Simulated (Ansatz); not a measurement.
# Nb: the cost of one run

Method: DFT r2SCAN, scalar-relativistic, plane waves, PAW, in Ansatz 0.2.0.

## Step 1: Starting point

Symmetry: Cmce, No. 64, orthorhombic system. The conventional cell has a = 4.493 Å, b = 7.614 Å, c = 4.499 Å, α = 90.00°, β = 90.00°, γ = 90.00°. Around Nb (site symmetry m) lie 7 Nb at 2.43 to 2.78 Å.

Coordinates:

```
Nb
1.0
     2.24633   -3.80712    0.00000
     2.24633    3.80712    0.00000
     0.00000    0.00000    4.49864
Nb
4
Direct
  0.15250 0.84750 0.07850
  0.65250 0.34750 0.42150
  0.84750 0.15250 0.92150
  0.34750 0.65250 0.57850
```

(A quick probe on a coarse mesh, which set the mesh and smearing, is not shown.)

## Step 3: Coarse relaxation

input.yaml reads:

```yaml
crystal:
  lattice:
    - [2.2463321283, -3.8071163798, 0.0]
    - [2.2463321283, 3.8071163798, 0.0]
    - [0.0, 0.0, 4.4986402659]
  atoms:
    - { symbol: Nb, position: [0.1525, 0.8475, 0.0785] }
    - { symbol: Nb, position: [0.6525, 0.3475, 0.4215] }
    - { symbol: Nb, position: [0.8475, 0.1525, 0.9215] }
    - { symbol: Nb, position: [0.3475, 0.6525, 0.5785] }
basis:
  ecutwfc: 500
kpoints:
  mp_grid: { grid: [4, 4, 4] }
hamiltonian:
  xc: r2scan
scf:
  occupations: { method: gaussian, width: 0.1 }
  lower_state_search: "off"
output:
  forces: true
  stress: true
  eigenvalues: true
relax:
  adjacent_minimum: "off"
  f_tol: 0.04
  max_steps: 70
  cell: { stress_tol: 0.4 }
```

What time and memory should one allow on 1 thread of an x86-64 CPU, shared host?

About 64 s, with a peak of 0.64 GiB.
